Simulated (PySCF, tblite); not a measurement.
**C6H13NSi2: geometry, infrared bands and NMR shifts**

What infrared bands and NMR shifts should C6H13NSi2 (`[H]/N=C\C=C1\CC[SiH2][SiH2]C1`) show?

The runs use tblite 0.8.0 and PySCF 2.14.0, with density-fitted response routines of our own; the level of theory stands in each step. All values are computed, except where a source is named. Atoms are numbered from 0 throughout.

**1. The molecule as given**

22 atoms, charge 0, multiplicity 1; geometry from: force field or distance geometry start.

Bonds of the start (Å): N0–C1 1.31, C1–C2 1.45, C2–C3 1.34, C3–C4 1.50, C4–C5 1.49, C5–Si6 1.84, Si6–Si7 2.25, Si7–C8 1.89, C8–C3 1.47, N0–H9 1.04, C1–H10 1.05, C2–H11 1.08, C4–H12 1.12, C4–H13 1.13, C5–H14 1.11, C5–H15 1.11, Si6–H16 1.50, Si6–H17 1.46, Si7–H18 1.46, Si7–H19 1.47, C8–H20 1.09, C8–H21 1.12.

**2. Optimising the geometry with GFN2-xTB**

What the job is given:

```
{"job": {"kind": "relax", "xc": "GFN2-xTB", "basis": "xTB"}, "charge": 0, "multiplicity": 1}
N      2.822100     0.678500     2.451300
C      2.059100     0.964500     1.429100
C      1.539300    -0.178000     0.697900
C      0.748700    -0.046600    -0.373200
C      0.213200    -1.243500    -1.103800
C     -1.085000    -1.758400    -0.572300
Si    -2.263300    -0.478700     0.021500
Si    -1.437100     1.573000    -0.375500
C      0.353200     1.271100    -0.887000
H      3.020700    -0.306100     2.727100
H      1.885400     1.979800     1.216700
H      1.765800    -1.190100     1.005000
H      0.062200    -1.009700    -2.185300
H      0.960600    -2.086900    -1.131800
H     -1.589600    -2.296200    -1.408200
H     -0.838900    -2.536500     0.184900
H     -2.302700    -0.598300     1.513100
H     -3.626100    -0.639400    -0.471500
H     -1.390000     2.340900     0.868700
H     -2.192600     2.273100    -1.425000
H      0.967900     2.116900    -0.575300
H      0.316700     1.190100    -2.007900
```

Run with:

```sh
OMP_NUM_THREADS=1 python probes_run.py task.json out
```

This one command runs all jobs of the session in turn.

**Question.** This job is followed by: GFN2-xTB harmonic vibrations, gas phase; GIAO PBE0/pcSseg-1 NMR shielding, non-relativistic, gas phase. What will the session give for the following? strongest single infrared mode (GFN2-xTB); zero-point energy (GFN2-xTB); ¹³C shifts against TMS (PBE0/pcSseg-1); ¹H shifts against TMS (PBE0/pcSseg-1, means over atoms taken as alike); ¹⁵N shifts against NH3 (PBE0/pcSseg-1); ²⁹Si shifts against TMS (PBE0/pcSseg-1).

As calculated:

| quantity | value |
| --- | --- |
| strongest single infrared mode (GFN2-xTB) | 2218 cm⁻¹, 458 km/mol |
| zero-point energy (GFN2-xTB) | 106.1 kcal/mol |
| ¹³C shifts against TMS (PBE0/pcSseg-1) | 168.5, 164.0, 130.8, 41.4, 20.5, 18.4 ppm |
| ¹H shifts against TMS (PBE0/pcSseg-1, means over atoms taken as alike) | 10.45, 8.51, 5.52, 4.17, 3.93, 2.42, 2.32, 1.29 ppm |
| ¹⁵N shifts against NH3 (PBE0/pcSseg-1) | 356.4 ppm |
| ²⁹Si shifts against TMS (PBE0/pcSseg-1) | -70.2, -83.9 ppm |

**Reading.** Relaxing lowered the energy by 0.815 eV in 133 steps; the close pair that moved most is C5–Si6, from 1.838 to 1.913 Å. No mode is imaginary among the 60: a minimum at this level. Unscaled tight-binding wavenumbers are off by several per cent, some by more. Its intensities can rank the bands wrongly. At PBE0/pcSseg-1: Shielding is most anisotropic at N0 (span 636 ppm, paramagnetic term -410 ppm).
